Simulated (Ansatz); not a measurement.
# V: the cost of one run

Method: DFT PBE, PAW, plane waves, scalar-relativistic, in Ansatz 0.2.0.

### 1 Starting point

The structure is cubic, space group Im-3m (No. 229). Conventional cell: a = 3.024 Å, b = 3.024 Å, c = 3.024 Å, α = 90.00°, β = 90.00°, γ = 90.00°. Around V (site symmetry m-3m) lie 8 V at 2.62 Å.

Structure file:

```cif
data_structure
_symmetry_space_group_name_H-M 'P 1'
_symmetry_Int_Tables_number 1
_cell_length_a 3.0236
_cell_length_b 2.6185
_cell_length_c 4.2760
_cell_angle_alpha 90.000
_cell_angle_beta 90.000
_cell_angle_gamma 125.264
_cell_volume 27.64
loop_
_atom_site_label
_atom_site_type_symbol
_atom_site_fract_x
_atom_site_fract_y
_atom_site_fract_z
_atom_site_occupancy
V1 V 0.00000 0.00000 0.00000 1
V2 V 0.50000 0.00000 0.50000 1
```

Labels such as V2 number the atoms in the order of the input file.

First come: parallel moments, plain SCF; opposed moments +-, plain SCF; no spin polarisation; spin on, no moments given (the program may seed its own), plain SCF. Further starts follow from what these give.

“Plain SCF” means no search for lower states. 

The total moment includes the space between the atomic spheres.

### 2 Parallel moments, plain SCF

input.yaml reads:

```yaml
crystal:
  lattice:
    - [0.0, -3.0236, 0.0]
    - [-1.5118, 1.5118, -1.5118]
    - [3.0236, 0.0, -3.0236]
  atoms:
    - { symbol: V, position: [0.0, 0.0, 0.0], spin: 2.0 }
    - { symbol: V, position: [0.5, 0.0, 0.5], spin: 2.0 }
magnetization:
  spin_polarized: true
hamiltonian:
  xc: pbe
  pseudopotentials: { kind: paw }
basis:
  ecutwfc: 420
kpoints:
  mp_grid: { grid: [11, 12, 6] }
scf:
  occupations: { method: fermi_dirac, width: 0.05 }
  lower_state_search: "off"
output:
  forces: true
  stress: true
```

**Question.** How long does this run take on 2 threads of an x86-64 CPU, shared host, and how much memory does it need?

About 17 s, with a peak of 0.68 GiB.
